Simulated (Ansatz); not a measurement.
# Mo3H: the cost of one run

Method: DFT PBE, scalar-relativistic, plane waves, PAW, unless a step names another level, in Ansatz 0.2.0.

17 further runs of the same task are left out: 2 that didn't finish, 15 set aside as unsound or not needed. Runs told in other sessions of the task aren't counted.

## (1) What the formula suggests

Pauling electronegativities: Mo 2.16, H 2.20 (spread 0.04). No set of common oxidation states balances it. Tabulated atomic sizes suggest about 15 Å³/atom. 25 candidates were drawn, by swapping species into database cells of other compounds, at random by space group and Wyckoff sites, or by hand, as the table says:

| name | made from | space group no. | Wyckoff sites | atoms (primitive cell) | V (Å³/atom) |
| --- | --- | --- | --- | --- | --- |
| c01 | random | 221 | H 1a; Mo 3d | 4 | 15.0 |
| c02 | random | 225 | H 4a; Mo 8c, 4b | 4 | 15.6 |
| c03 | database cell of V3Sb | 223 | H 2a; Mo 6c | 8 | 12.7 |
| c04 | random | 123 | H 1a; Mo 1d, 2e | 4 | 16.5 |
| c05 | random | 166 | H 3b; Mo 9e | 4 | 18.3 |
| c06 | random | 221 | H 1b; Mo 3c | 4 | 15.6 |
| c07 | random | 47 | H 1f; Mo 2r, 1c | 4 | 18.4 |
| c08 | built by hand: epsilon-Fe3N | 182 | H 2c; Mo 6g | 8 | 13.2 |
| c09 | random | 123 | H 1b; Mo 2h, 1a | 4 | 19.1 |
| c10 | random | 191 | H 1a; Mo 2e, 1b | 4 | 14.8 |
| c11 | random | 183 | H 1a; Mo 3c | 4 | 15.5 |
| c12 | random | 187 | H 1b; Mo 1d, 2g | 4 | 18.3 |
| c13 | database cell of Cu3Rh | 139 | H 2a; Mo 4d, 2b | 4 | 14.5 |
| c14 | database cell of CdPt3 | 65 | H 2a; Mo 2b, 4f | 4 | 13.7 |
| c15 | random | 191 | H 1a; Mo 2d, 1b | 4 | 18.4 |
| c16 | random | 194 | H 2c; Mo 2d, 4f | 8 | 18.8 |
| c17 | built by hand: bcc Mo tripled, octahedral H | 139 | H 2b; Mo 4e, 2a | 4 | 13.2 |
| c18 | built by hand: layered fcc Mo3H | 164 | H 1b; Mo 2d, 1a | 4 | 13.2 |
| c19 | database cell of TbGa3 | 221 | H 1a; Mo 3c | 4 | 14.8 |
| c20 | database cell of Mg3Au | 194 | H 2b; Mo 4f, 2c | 8 | 17.1 |
| c21 | random | 229 | H 2a; Mo 6b | 4 | 15.5 |
| c22 | database cell of GaPt3 | 140 | H 4b; Mo 8h, 4a | 8 | 13.9 |
| c23 | database cell of Sn3Pb | 47 | H 1a; Mo 2r, 1c | 4 | 15.8 |
| c24 | built by hand: bcc Mo tripled, tetrahedral H | 119 | H 2d; Mo 4e, 2a | 4 | 13.2 |
| c25 | random | 166 | H 3a; Mo 9d | 4 | 15.7 |

## (2) Screening run of c15

Contents of input.yaml:

```yaml
crystal:
  lattice:
    - [4.43644989, 0.0, 0.0]
    - [-2.21822495, 3.84207831, 0.0]
    - [0.0, 0.0, 4.31062595]
  atoms:
    - { symbol: H, position: [0.0, 0.0, 0.0] }
    - { symbol: Mo, position: [0.33333333, 0.66666667, 0.5] }
    - { symbol: Mo, position: [0.66666667, 0.33333333, 0.5] }
    - { symbol: Mo, position: [0.0, 0.0, 0.5] }
basis:
  ecutwfc: 420
kpoints:
  mp_grid: { grid: [5, 5, 5] }
hamiltonian:
  xc: pbe
scf:
  occupations: { method: gaussian, width: 0.2 }
  lower_state_search: "off"
output:
  forces: true
  stress: true
  eigenvalues: true
relax:
  adjacent_minimum: "off"
  f_tol: 0.08
  max_steps: 16
  cell: { stress_tol: 0.8 }
```

Started as:

```
$ ansatz run input.yaml --threads 1 --pin off --max-ram 2560MiB --backend cpu --events-out ev --progress --plain --runs-dir out
```

What time and memory should one allow on 1 thread of Arm Neoverse V2, shared host?

About 14 s, with a peak of 0.32 GiB.
